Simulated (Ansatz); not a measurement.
# BiAs (rocksalt type): the cost of one run

Program: Ansatz 0.2.0. Level of theory: DFT PBE, with the methods named in each step. These are calculated values, not measurements.

2 further runs of the same task are left out: 2 that didn't finish. Runs told in other sessions of the task aren't counted.

### 1 Starting point

It takes space group Fm-3m (No. 225, cubic). The conventional cell has a = 6.033 Å, b = 6.033 Å, c = 6.033 Å, α = 90.00°, β = 90.00°, γ = 90.00°. Bi (site symmetry m-3m) is surrounded by 6 As at 3.02 Å. As (site symmetry m-3m) has 6 Bi at 3.02 Å in its first shell of neighbours.

Coordinates:

```
Bi As
1.0
     0.00000    3.01640    3.01640
     3.01640    0.00000    3.01640
     3.01640    3.01640    0.00000
Bi As
1 1
Direct
  0.00000 0.00000 0.00000
  0.50000 0.50000 0.50000
```

Whether this phase is the stable one at these pressures isn't tested.

Atoms are numbered in the order of the input: Bi1, As2.

### 2 The reference volume, LAPW

File input.yaml:

```yaml
crystal:
  lattice:
    - [0.0, 3.0164000973, 3.0164000973]
    - [3.0164000973, 0.0, 3.0164000973]
    - [3.0164000973, 3.0164000973, 0.0]
  atoms:
    - { symbol: Bi, position: [0.0, 0.0, 0.0] }
    - { symbol: As, position: [0.5, 0.5, 0.5] }
kpoints:
  mp_grid: { grid: [13, 13, 13] }
  band_path:
    path:
      - [0.0, 0.0, 0.0]
      - [0.5, 0.0, 0.5]
      - [0.625, 0.25, 0.625]
      - [0.375, 0.375, 0.75]
      - [0.0, 0.0, 0.0]
      - [0.5, 0.5, 0.5]
      - [0.5, 0.25, 0.75]
      - [0.5, 0.0, 0.5]
    npoints: 14
scf:
  occupations: { method: fermi_dirac, width: 0.05 }
hamiltonian:
  xc: pbe
  pseudopotentials: { kind: all_electron, lapw: { basis_error: 0.001 } }
output:
  forces: true
  stress: true
  eigenvalues: true
  populations: true
  dos: { projected: true, de: 0.2, e_range: [-14, 8] }
```

Command:

```bash
> ansatz run input.yaml --threads 1 --pin off --max-ram 2048MiB --backend cpu --events-out ev --progress --plain --runs-dir out
```

What time and memory should one allow on 1 thread of Arm Neoverse V1, shared host?

About 45 s, with a peak of 0.45 GiB.
